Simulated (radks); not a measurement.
# Tl⁴⁺ in [Kr] 4d10 4f14 5s2 5p5.75 5d9 6p0.25: an all-electron calculation

Wanted: eigenvalues, radial structure and energy terms of the thallium ion Tl4+.

Program: radks (a radial shooting solver on a logarithmic mesh, Libxc functionals) version 1. Level of theory: Dirac Kohn-Sham, OLYP, spin-unpolarised, spherical densities, finite nucleus; open shells fill j = l - 1/2 first. These are calculated values, not measurements, unless marked.

## Step 1: Starting point

| Property | Result |
| --- | --- |
| element | thallium (Z = 81) |
| charge | +4 |
| electrons | 77 |
| configuration | [Kr] 4d10 4f14 5s2 5p5.75 5d9 6p0.25 |
| nuclear rms radius | 5.4759 fm |

## Step 2: Self-consistent calculation

The run's settings:

```text
Z 81
configuration [Kr] 4d10 4f14 5s2 5p5.75 5d9 6p0.25
relativity Dirac
functional optx,lyp
spin unpolarised
j_filling energy
nucleus finite rms 5.4759 fm
c 137.035999084
```

What does the calculation give?

**Answer**, as computed:

| quantity | value |
| --- | --- |
| total energy | -20285.9404 hartree |
| exchange-correlation share of it | 1.91 % |
| −T/E | 1.1577 |
| highest occupied level | 6p1/2, -37.632 eV |
| most extended occupied level | 6p1/2, <r> = 2.37 bohr |
| radius at density 0.001 e/bohr³ | 3.19 bohr |
| maxima of the radial density | 4 |

**Reading.** 6 principal shells are occupied and 4 maxima appear in the radial density; where shells overlap, one shows as a shoulder or not at all. −T/E is 1.158: with relativity the kinetic term as defined here no longer equals −E. This is not the tabulated ground configuration, so its levels and sizes aren't those of the ground state, and no measured value stands beside it.
